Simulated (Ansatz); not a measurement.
Predict the output of the script below (Ansatz's Python interface).

`ch5inse.py`:
```python
"""Bending curve of CH5InSe."""

import ansatz as az
from ase import Atoms

BASIS_SET = "def2-SVP"
FUNCTIONAL = "b3lyp"
FMAX = 0.02


def main() -> None:
    atoms = Atoms(["C", "In", "Se", "H", "H", "H", "H", "H"], positions=[
        (-1.32252, -0.01899, -0.05771),
        (0.7276, 0.76843, 0.30069),
        (2.65201, -0.79483, -0.19721),
        (-2.06561, 0.77327, -0.01833),
        (-1.33051, -0.48857, -1.04069),
        (-1.54113, -0.76971, 0.7009),
        (1.1706, 2.34803, 0.89001),
        (1.70956, -1.81763, -0.57767),
    ])

    # start the scan from a relaxed geometry
    first = (
        az.Crystal.molecule_from_ase(atoms).calculation()
        .basis(gaussian=BASIS_SET)  # atom-centred Gaussian functions
        .functional(FUNCTIONAL)
        .relax(force_tolerance=FMAX, max_steps=80)  # relax until the tolerances are met
    )
    atoms.positions = first.run(threads=1).report["positions_ang"]

    rows = []
    for angle in [90, 100, 110, 120, 135, 150, 165, 179]:
        bent = atoms.copy()
        bent.set_angle(1, 2, 7, angle, indices=[7])
        calc = (
            az.Crystal.molecule_from_ase(bent).calculation()
            .basis(gaussian=BASIS_SET)
            .functional(FUNCTIONAL)
        )
        rows.append((angle, calc.run(threads=1).report["free_energy_ev"]))
    floor = min(e for _, e in rows)
    for angle, e in rows:
        print(f"angle In1-Se2-H7 = {angle:3d} deg   {1000 * (e - floor):9.1f} meV")


if __name__ == "__main__":
    main()
```

```console
$ python ch5inse.py
angle In1-Se2-H7 =  90 deg         0.0 meV
angle In1-Se2-H7 = 100 deg        14.2 meV
angle In1-Se2-H7 = 110 deg       105.2 meV
angle In1-Se2-H7 = 120 deg       265.4 meV
angle In1-Se2-H7 = 135 deg       610.3 meV
angle In1-Se2-H7 = 150 deg      1024.0 meV
angle In1-Se2-H7 = 165 deg      1397.5 meV
angle In1-Se2-H7 = 179 deg      1562.9 meV
```

Caveats:
- The scan is rigid, and the energies are electronic, in a modest basis. The zero is the lowest point of the grid, which needn't be the minimum.
- def2 sets replace the cores of elements past krypton by effective core potentials.
- b3lyp holds the VWN-RPA fit, as in Gaussian; the form of ORCA and Turbomole is b3lyp5.
- Timing: 60 s on 1 thread of Arm Neoverse V1, on a shared host, peak memory 0.3 GiB.

(A comment or docstring line of the script was reworded after the run, the code is as it ran.)
